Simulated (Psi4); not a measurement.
# MoNH2SClO (SMILES [NH2][Mo](=[O])(=[S])[Cl]): wB97X-D/def2-SVPD (density fitting, core potential, sweep point 7)

We compute the energy of MoNH2SClO. 

The calculation is run with Psi4 1.11.

4 further runs of the same task are left out: 4 set aside as unsound or not needed.

## Step 1: Starting point

MoNH2SClO: 7 atoms, total charge 0, spin state singlet. As SMILES, `[NH2][Mo](=[O])(=[S])[Cl]`. The coordinates come from a PBE0-D4/def2-TZVP relaxation. This is one conformer, not always the lowest.

Bond lengths: N1–Mo2 1.906 Å, Mo2–O3 1.666 Å, Mo2–S4 2.107 Å, Mo2–Cl5 2.259 Å, N1–H6 1.010 Å, N1–H7 1.010 Å. Angles: N1–Mo2–O3 108.2°, N1–Mo2–S4 108.3°, N1–Mo2–Cl5 110.2°, O3–Mo2–S4 110.9°, O3–Mo2–Cl5 109.6°, S4–Mo2–Cl5 109.7°, Mo2–N1–H6 124.6°, Mo2–N1–H7 122.2°, H6–N1–H7 112.0°.

## Step 2: The energy at wB97X-D/def2-SVPD (density fitting, core potential, sweep point 7)

The input, calc.py:

```python
import psi4

psi4.set_memory('1600 MB')
psi4.set_num_threads(1)
psi4.core.set_output_file('clh2monos.out', False)

molecule = psi4.geometry("""
0 1
N     -0.726200     0.693000     0.651800
Mo     0.482700    -0.414900    -0.319200
O      1.677900    -0.920100     0.726300
S     -0.593600    -2.059200    -1.079200
Cl     1.408100     0.744800    -2.023300
H     -1.719100     0.749200     0.476900
H     -0.468700     1.139200     1.521100
units angstrom
symmetry c1
""")

psi4.set_options({
    'basis': 'def2-SVPD',
    'scf_type': 'df',
    'guess': 'sapgau',
})

energy_value, wavefunction = psi4.energy("wb97x-d", return_wfn=True)
print(f'wb97x-d energy: {energy_value:.10f} Eh')
```

Launch:

```console
$ python calc.py
```

What values should one expect? Wanted: total energy; dipole moment; HOMO energy; LUMO energy; HOMO–LUMO gap; dispersion energy.

Computed results:

Level: wB97X-D/def2-SVPD (density fitting, core potential, sweep point 7).

| quantity | value |
| --- | --- |
| total energy | -1057.53496 Eh |
| dipole moment | 3.79 D |
| HOMO energy | -9.76 eV |
| LUMO energy | -1.55 eV |
| HOMO–LUMO gap | 8.21 eV |
| dispersion energy | -5.55 kJ/mol |
